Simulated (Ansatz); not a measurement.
# C3H12Si2: rotation by 120° about the C3–Si5 bond, part 2 of 2

Wanted: the energy profile along the rotation by 120° about the C3–Si5 bond, from relaxed end points and a band of images. SMILES of the start: C[SiH2]C(C)[SiH3].

Ansatz 0.2.0; RKS LDA/def2-SVP.

## 6. Images and barrier

The 7 inner images lie between the fixed ends 0 and 8. Energy is taken from image 0, and the path length is the program's own coordinate along the band.

```tsv
image	path (Å)	energy (eV)	dihedral Si2–C3–Si5–H17 (°)	band force (eV/Å)
0	0.000	0.0000	-62	-
1	0.602	0.0105	-47	0.009
2	1.204	0.0357	-32	0.014
3	1.806	0.0623	-17	0.014
4*	2.408	0.0739	-2	0.017
5	3.007	0.0626	13	0.022
6	3.606	0.0351	28	0.022
7	4.205	0.0089	44	0.013
8	4.804	-0.0001	59	-
```

The star marks the climbing image.

image, energy (eV) and a bar:
```
        0      0.000 
        1      0.010 ####
        2      0.036 ###############
        3      0.062 #########################
        4      0.074 ##############################
        5      0.063 #########################
        6      0.035 ##############
        7      0.009 ####
        8      0.000
```

How the highest energy settled:

```tsv
iteration	highest image above image 0 (eV)	largest band force (eV/Å)
1	0.1888	0.775
2	0.0799	0.224
3	0.0750	0.098
4	0.0739	0.022
```

The band as a trajectory file:

```xyz
17
image=0 dE=0.0000
C    -1.772    0.347   -1.745
Si   -0.872   -0.752   -0.527
C     0.712    0.062    0.085
C     0.431    1.416    0.724
Si    1.621   -1.077    1.268
H    -2.015    1.330   -1.286
H    -2.725   -0.118   -2.074
H    -1.149    0.530   -2.646
H    -0.543   -2.080   -1.167
H    -1.756   -1.016    0.671
H     1.376    0.175   -0.806
H     1.361    1.925    1.066
H    -0.226    1.313    1.617
H    -0.084    2.115    0.026
H     1.959   -2.392    0.613
H     2.900   -0.429    1.743
H     0.761   -1.349    2.478
17
image=1 dE=0.0105
C    -1.815    0.351   -1.702
Si   -0.920   -0.722   -0.457
C     0.721    0.044    0.059
C     0.516    1.430    0.659
Si    1.619   -1.108    1.242
H    -1.985    1.370   -1.292
H    -2.805   -0.081   -1.958
H    -1.228    0.448   -2.640
H    -0.683   -2.101   -1.028
H    -1.769   -0.874    0.784
H     1.353    0.103   -0.860
H     1.477    1.910    0.946
H    -0.111    1.387    1.579
H     0.002    2.122   -0.046
H     2.182   -2.303    0.517
H     2.750   -0.375    1.924
H     0.677   -1.601    2.314
17
image=2 dE=0.0357
C    -1.861    0.362   -1.648
Si   -0.965   -0.692   -0.389
C     0.726    0.021    0.032
C     0.602    1.438    0.579
Si    1.611   -1.139    1.224
H    -1.971    1.404   -1.279
H    -2.879   -0.036   -1.848
H    -1.308    0.391   -2.611
H    -0.808   -2.106   -0.898
H    -1.769   -0.748    0.890
H     1.323    0.018   -0.911
H     1.593    1.888    0.810
H     0.010    1.464    1.522
H     0.092    2.120   -0.139
H     2.397   -2.188    0.481
H     2.558   -0.355    2.100
H     0.628   -1.843    2.128
17
image=3 dE=0.0623
C    -1.908    0.384   -1.585
Si   -1.009   -0.664   -0.323
C     0.727   -0.011    0.005
C     0.689    1.435    0.485
Si    1.603   -1.166    1.214
H    -1.967    1.441   -1.247
H    -2.946    0.020   -1.740
H    -1.385    0.362   -2.565
H    -0.928   -2.099   -0.788
H    -1.764   -0.645    0.987
H     1.282   -0.083   -0.961
H     1.707    1.848    0.663
H     0.134    1.534    1.445
H     0.187    2.105   -0.249
H     2.600   -2.048    0.507
H     2.333   -0.354    2.256
H     0.624   -2.062    1.935
17
image=4 dE=0.0739
C    -1.952    0.416   -1.517
Si   -1.052   -0.634   -0.257
C     0.721   -0.050   -0.022
C     0.775    1.418    0.387
Si    1.597   -1.187    1.208
H    -1.964    1.483   -1.208
H    -3.006    0.086   -1.636
H    -1.457    0.349   -2.510
H    -1.050   -2.082   -0.687
H    -1.756   -0.550    1.079
H     1.229   -0.195   -1.005
H     1.817    1.789    0.512
H     0.259    1.588    1.359
H     0.281    2.078   -0.363
H     2.779   -1.879    0.578
H     2.089   -0.376    2.381
H     0.671   -2.254    1.741
17
image=5 dE=0.0626
C    -1.992    0.455   -1.450
Si   -1.095   -0.601   -0.192
C     0.710   -0.093   -0.046
C     0.856    1.387    0.290
Si    1.592   -1.204    1.200
H    -1.953    1.530   -1.169
H    -3.060    0.163   -1.530
H    -1.528    0.343   -2.453
H    -1.173   -2.057   -0.584
H    -1.745   -0.451    1.166
H     1.167   -0.311   -1.041
H     1.918    1.710    0.364
H     0.383    1.625    1.269
H     0.371    2.039   -0.473
H     2.921   -1.683    0.673
H     1.840   -0.430    2.470
H     0.768   -2.420    1.548
17
image=6 dE=0.0351
C    -2.026    0.497   -1.385
Si   -1.134   -0.562   -0.127
C     0.698   -0.137   -0.069
C     0.930    1.346    0.197
Si    1.586   -1.221    1.189
H    -1.933    1.577   -1.138
H    -3.108    0.248   -1.423
H    -1.602    0.337   -2.399
H    -1.295   -2.023   -0.471
H    -1.725   -0.340    1.247
H     1.104   -0.422   -1.070
H     2.010    1.616    0.221
H     0.505    1.646    1.182
H     0.453    1.992   -0.575
H     3.018   -1.470    0.783
H     1.593   -0.527    2.527
H     0.906   -2.558    1.351
17
image=7 dE=0.0089
C    -2.057    0.538   -1.327
Si   -1.164   -0.515   -0.063
C     0.687   -0.177   -0.092
C     0.997    1.302    0.112
Si    1.578   -1.243    1.173
H    -1.901    1.620   -1.127
H    -3.150    0.342   -1.308
H    -1.686    0.318   -2.351
H    -1.411   -1.979   -0.339
H    -1.687   -0.207    1.322
H     1.044   -0.519   -1.095
H     2.089    1.518    0.083
H     0.626    1.655    1.101
H     0.519    1.944   -0.662
H     3.065   -1.259    0.910
H     1.357   -0.675    2.552
H     1.074   -2.664    1.152
17
image=8 dE=-0.0001
C    -1.998    0.488   -1.441
Si   -1.098   -0.596   -0.208
C     0.711   -0.098   -0.056
C     0.859    1.366    0.337
Si    1.598   -1.224    1.157
H    -1.938    1.557   -1.145
H    -3.072    0.212   -1.500
H    -1.559    0.382   -2.455
H    -1.191   -2.045   -0.621
H    -1.739   -0.457    1.154
H     1.176   -0.290   -1.054
H     1.925    1.681    0.406
H     0.399    1.566    1.332
H     0.365    2.051   -0.389
H     3.052   -0.833    1.271
H     0.975   -1.094    2.526
H     1.517   -2.666    0.725
```

## 7. Vibrations at the top

The geometry is the highest inner image of the first converged band.

The input, input.yaml:

```yaml
crystal:
  periodic: [false, false, false]
  atoms:
    - { symbol: C, position_ang: [-1.952267, 0.416359, -1.517213] }
    - { symbol: Si, position_ang: [-1.052464, -0.634361, -0.25711] }
    - { symbol: C, position_ang: [0.721081, -0.049943, -0.021731] }
    - { symbol: C, position_ang: [0.775016, 1.418225, 0.386853] }
    - { symbol: Si, position_ang: [1.596854, -1.186702, 1.207782] }
    - { symbol: H, position_ang: [-1.963633, 1.483443, -1.207516] }
    - { symbol: H, position_ang: [-3.005744, 0.085526, -1.635528] }
    - { symbol: H, position_ang: [-1.457427, 0.34926, -2.509762] }
    - { symbol: H, position_ang: [-1.049998, -2.082304, -0.686989] }
    - { symbol: H, position_ang: [-1.755842, -0.54976, 1.078777] }
    - { symbol: H, position_ang: [1.228768, -0.19531, -1.004895] }
    - { symbol: H, position_ang: [1.816701, 1.788648, 0.511661] }
    - { symbol: H, position_ang: [0.258838, 1.588253, 1.358546] }
    - { symbol: H, position_ang: [0.281489, 2.077592, -0.362828] }
    - { symbol: H, position_ang: [2.77922, -1.878725, 0.577675] }
    - { symbol: H, position_ang: [2.088915, -0.376343, 2.381354] }
    - { symbol: H, position_ang: [0.671396, -2.254261, 1.741024] }
basis:
  gaussian: { orbitals: def2-SVP }
hamiltonian:
  xc: lda
phonons: {}
```

Command:

```console
$ ansatz run input.yaml --threads 2 --pin off --max-ram 3072MiB --backend cpu --events-out ev --progress --plain --runs-dir out
```

What it wrote (excerpt; [...] marks lines left out):

```text
Warning: RAYON_NUM_THREADS=2 ignored (pool sized by the plan → 2); use --threads N
[...]
Functional definition: SPW92
[...]
1562 factors; their error is unknown
[...]
mean field -18959.22066852 eV, -696.7385085469 hartree, gradient 4.3e-5 eV, S^2 0.000000; 0 other end points of the search recorded, 0 dependent functions left out
[...]
reference -18959.22070838 eV, -696.7385100116 hartree; 29, 29 occupied and 109, 109 virtual orbitals, 1562 factors
[...]
1562 factors; their error is unknown
mean field -18959.22051252 eV, -696.7385028137 hartree, gradient 1.6e-6 eV, S^2 0.000000; 0 other end points of the search recorded, 0 dependent functions left out
[...]
reference -18959.22055237 eV, -696.7385042784 hartree; 29, 29 occupied and 109, 109 virtual orbitals, 1562 factors
[...]
1562 factors; their error is unknown
mean field -18959.22053926 eV, -696.7385037966 hartree, gradient 1.3e-6 eV, S^2 0.000000; 0 other end points of the search recorded, 0 dependent functions left out
[...]
WARN: phonons: modes at or below zero, which the zero-point energy, F, S and C_V leave out: 1, the lowest at -132.25 cm⁻¹. A minimum has none, and a first-order saddle one
[...]
Atom 6 at    -3.005744     0.085526    -1.635528 Å, force     0.001951    -0.000890     0.001839 eV/Å
Atom 7 at    -1.457427     0.349260    -2.509762 Å, force    -0.001484     0.001530    -0.001352 eV/Å
Atom 8 at    -1.049998    -2.082304    -0.686989 Å, force     0.004615    -0.000026    -0.000533 eV/Å
Atom 9 at    -1.755842    -0.549760     1.078777 Å, force     0.006361    -0.002912     0.004207 eV/Å
Atom 10 at     1.228768    -0.195310    -1.004895 Å, force     0.004863    -0.003722     0.007736 eV/Å
Atom 11 at     1.816701     1.788648     0.511661 Å, force     0.002338     0.001725    -0.004762 eV/Å
Atom 12 at     0.258838     1.588253     1.358546 Å, force    -0.004658     0.002819    -0.000243 eV/Å
Atom 13 at     0.281489     2.077592    -0.362828 Å, force     0.002389     0.003093     0.006072 eV/Å
Atom 14 at     2.779220    -1.878725     0.577675 Å, force     0.004521    -0.007381     0.003175 eV/Å
Atom 15 at     2.088915    -0.376343     2.381354 Å, force     0.002839     0.006257     0.007881 eV/Å
Atom 16 at     0.671396    -2.254261     1.741024 Å, force    -0.008738    -0.001958    -0.003212 eV/Å
Dipole moment:    -0.029278     0.231920    -0.213771 e Å
[...]
```

It took 58 s on 2 threads of AMD EPYC 9R45 (Zen 5), shared host; peak memory 0.2 GiB.

Of 45 modes, 1 is imaginary by more than 30 cm⁻¹ (132i cm⁻¹).

## 8. Another band, settings changed

crystal.atoms is end A as relaxed above, and neb.final_atoms is end B, turned to lie on A. With 6 inner images the band has 8 in all.

The input, input.yaml:

```yaml
crystal:
  periodic: [false, false, false]
  atoms:
    - { symbol: C, position_ang: [-1.772163, 0.347468, -1.744617] }
    - { symbol: Si, position_ang: [-0.871558, -0.752014, -0.526889] }
    - { symbol: C, position_ang: [0.711924, 0.061981, 0.08485] }
    - { symbol: C, position_ang: [0.43127, 1.416396, 0.723878] }
    - { symbol: Si, position_ang: [1.620998, -1.077112, 1.267915] }
    - { symbol: H, position_ang: [-2.014578, 1.329967, -1.285823] }
    - { symbol: H, position_ang: [-2.724879, -0.11828, -2.074198] }
    - { symbol: H, position_ang: [-1.148911, 0.529647, -2.64596] }
    - { symbol: H, position_ang: [-0.543126, -2.080034, -1.166723] }
    - { symbol: H, position_ang: [-1.755629, -1.01587, 0.671178] }
    - { symbol: H, position_ang: [1.376185, 0.17504, -0.806462] }
    - { symbol: H, position_ang: [1.360624, 1.925187, 1.065706] }
    - { symbol: H, position_ang: [-0.226357, 1.312762, 1.617281] }
    - { symbol: H, position_ang: [-0.083713, 2.114666, 0.025791] }
    - { symbol: H, position_ang: [1.959284, -2.392082, 0.612857] }
    - { symbol: H, position_ang: [2.900152, -0.429285, 1.742981] }
    - { symbol: H, position_ang: [0.761379, -1.348839, 2.478335] }
basis:
  gaussian: { orbitals: def2-SVP }
hamiltonian:
  xc: lda
neb:
  order_check: false
  images: 6
  f_tol: 0.05
  max_iterations: 60
  initial_path: idpp
  climbing: false
  final_atoms:
    - { symbol: C, position_ang: [-1.84511788, 0.36261247, -1.66414749] }
    - { symbol: Si, position_ang: [-0.96938057, -0.70772693, -0.4030496] }
    - { symbol: C, position_ang: [0.71957138, -0.00133715, 0.03707459] }
    - { symbol: C, position_ang: [0.61200598, 1.42727291, 0.55504493] }
    - { symbol: Si, position_ang: [1.59041209, -1.11341423, 1.27340993] }
    - { symbol: H, position_ang: [-1.97129437, 1.39906295, -1.28399352] }
    - { symbol: H, position_ang: [-2.85405362, -0.04088875, -1.89296148] }
    - { symbol: H, position_ang: [-1.26884949, 0.40786171, -2.61275815] }
    - { symbol: H, position_ang: [-0.80778299, -2.11295043, -0.93223153] }
    - { symbol: H, position_ang: [-1.7924048, -0.77845958, 0.8634142] }
    - { symbol: H, position_ang: [1.32993995, -0.0387161, -0.8981145] }
    - { symbol: H, position_ang: [1.60641453, 1.8665311, 0.79548888] }
    - { symbol: H, position_ang: [0.00533377, 1.4733579, 1.48833382] }
    - { symbol: H, position_ang: [0.12493186, 2.1081315, -0.17920299] }
    - { symbol: H, position_ang: [2.95010392, -0.55306736, 1.61827472] }
    - { symbol: H, position_ang: [0.78560693, -1.19084823, 2.54778939] }
    - { symbol: H, position_ang: [1.76546531, -2.50782378, 0.72772879] }
```

Command:

```console
$ ansatz run input.yaml --threads 2 --pin off --max-ram 3072MiB --backend cpu --events-out ev --progress --plain --runs-dir out
```

What it wrote (excerpt; [...] marks lines left out):

```text
Warning: RAYON_NUM_THREADS=2 ignored (pool sized by the plan → 2); use --threads N
[...]
[... 1 set-up line as earlier in the session ...]
[...]
1562 factors; their error is unknown
[...]
mean field -18959.29457958 eV, -696.7412247280 hartree, gradient 2.5e-5 eV, S^2 0.000000; 0 other end points of the search recorded, 0 dependent functions left out
[...]
reference -18959.29461962 eV, -696.7412261997 hartree; 29, 29 occupied and 109, 109 virtual orbitals, 1562 factors
1562 factors; their error is unknown
[...]
mean field -18959.29465884 eV, -696.7412276407 hartree, gradient 3.1e-5 eV, S^2 0.000000; 0 other end points of the search recorded, 0 dependent functions left out
[...]
reference -18959.29469887 eV, -696.7412291120 hartree; 29, 29 occupied and 109, 109 virtual orbitals, 1562 factors
NEB end point (image 0): max|allowed force component| = 8.823e-3 eV/Å (the criterion of neb.relax_end_points is 1.000e-2)
[...]
reference -18959.15509201 eV, -696.7360986543 hartree; 29, 29 occupied and 109, 109 virtual orbitals, 1562 factors
1562 factors; their error is unknown
[...]
mean field -18959.23159229 eV, -696.7389099879 hartree, gradient 3.2e-5 eV, S^2 0.000000; 0 other end points of the search recorded, 0 dependent functions left out
[...]
reference -18959.23163240 eV, -696.7389114618 hartree; 29, 29 occupied and 109, 109 virtual orbitals, 1562 factors
NEB iter   1: max|band force component| = 7.768e-1 eV/Å  barrier→ = 0.1833 eV  barrier← = 0.1834 eV  Δτ_max = 0.1695 Å  (238 SCF iters)
[...]
NEB iter   2: max|band force component| = 1.821e-1 eV/Å  barrier→ = 0.0761 eV  barrier← = 0.0762 eV  Δτ_max = 0.0316 Å  (171 SCF iters)
[...]
1562 factors; their error is unknown
mean field -18959.28065600 eV, -696.7407130460 hartree, gradient 1.3e-5 eV, S^2 0.000000; 0 other end points of the search recorded, 0 dependent functions left out
[...]
reference -18959.28069589 eV, -696.7407145119 hartree; 29, 29 occupied and 109, 109 virtual orbitals, 1562 factors
```

## 9. The log goes on: band between the two ends

The log, continued (excerpt; [...] marks lines left out):

```text
[...]
1562 factors; their error is unknown
mean field -18959.24984241 eV, -696.7395806674 hartree, gradient 1.3e-5 eV, S^2 0.000000; 0 other end points of the search recorded, 0 dependent functions left out
[...]
reference -18959.24988232 eV, -696.7395821342 hartree; 29, 29 occupied and 109, 109 virtual orbitals, 1562 factors
[...]
1562 factors; their error is unknown
mean field -18959.22400256 eV, -696.7386310706 hartree, gradient 1.3e-5 eV, S^2 0.000000; 0 other end points of the search recorded, 0 dependent functions left out
[...]
reference -18959.22404261 eV, -696.7386325422 hartree; 29, 29 occupied and 109, 109 virtual orbitals, 1562 factors
[...]
1562 factors; their error is unknown
[...]
mean field -18959.22336947 eV, -696.7386078050 hartree, gradient 1.3e-5 eV, S^2 0.000000; 0 other end points of the search recorded, 0 dependent functions left out
[...]
Atom 8 at    -1.122928    -2.068477    -0.630221 Å, force     0.003378     0.000741    -0.000895 eV/Å
Atom 9 at    -1.750374    -0.493614     1.128543 Å, force     0.006177    -0.003788     0.004849 eV/Å
Atom 10 at     1.195321    -0.262045    -1.026319 Å, force     0.001285    -0.006309     0.005387 eV/Å
Atom 11 at     1.875795     1.744455     0.427468 Å, force     0.003600    -0.002271    -0.006234 eV/Å
Atom 12 at     0.329510     1.609699     1.308196 Å, force    -0.000277     0.003772    -0.003723 eV/Å
Atom 13 at     0.333792     2.055994    -0.425212 Å, force     0.002913    -0.000892     0.000477 eV/Å
Atom 14 at     2.862852    -1.773759     0.628118 Å, force     0.014625     0.001051     0.006221 eV/Å
Atom 15 at     1.949466    -0.403623     2.434693 Å, force    -0.010171     0.008968     0.013714 eV/Å
Atom 16 at     0.720005    -2.351541     1.633310 Å, force    -0.008792    -0.011466    -0.011084 eV/Å
Dipole moment:    -0.028637     0.227894    -0.219472 e Å
this run last wrote the band of iteration 4 to <dir>
```

Wall time 25 s (2 threads of AMD EPYC 9R45 (Zen 5), shared host); peak memory 0.2 GiB.

## 10. Images and barrier

Images 0 and 7 are the ends. Energies count from image 0; the path length is the program's own measure over all atoms.

```tsv
image	path (Å)	energy (eV)	dihedral Si2–C3–Si5–H17 (°)	band force (eV/Å)
0	0.000	0.0000	-62	-
1	0.685	0.0134	-45	0.007
2	1.370	0.0439	-28	0.011
3	2.055	0.0698	-11	0.014
4	2.740	0.0703	7	0.012
5	3.425	0.0439	24	0.013
6	4.110	0.0120	42	0.010
7	4.795	-0.0001	59	-
```

image, energy (eV) and a bar:
```
        0      0.000 
        1      0.013 ######
        2      0.044 ###################
        3      0.070 ##############################
        4      0.070 ##############################
        5      0.044 ###################
        6      0.012 #####
        7      0.000
```

## 11. Results

The summary covers parts 1 to 2.

```
                                quantity                                                                    value
                                   end A                                                  6 moves, 0.422 eV lower
                                   end B                                                  5 moves, 0.420 eV lower
            first band: barrier forwards                                                                 0.074 eV
           first band: barrier backwards                                                                 0.074 eV
first band: second end relative to first                                                                 0.000 eV
               first band: highest image                                                    4 of 0 to 8, climbing
             first band: band iterations                                                                        4
              imaginary modes at the top                                                                132i cm⁻¹
                             second band  top 0.070 eV above image 0, 4 iterations, 6 inner images, none climbing
             time, first and second band                                                            29 s and 25 s
```

In words: In the first band: along this path the system climbs 0.074 eV from the first end (2.9 kT at 300 K). The two ends lie within 1 meV of each other. The listed dihedral goes from -62° at end A through -2° at the highest image to 59° at end B. One imaginary mode, as a first-order saddle point has. The second band's top lies 4 meV below the first's, as a band that doesn't climb stops under the top. These are electronic energies, with no zero-point or thermal terms.
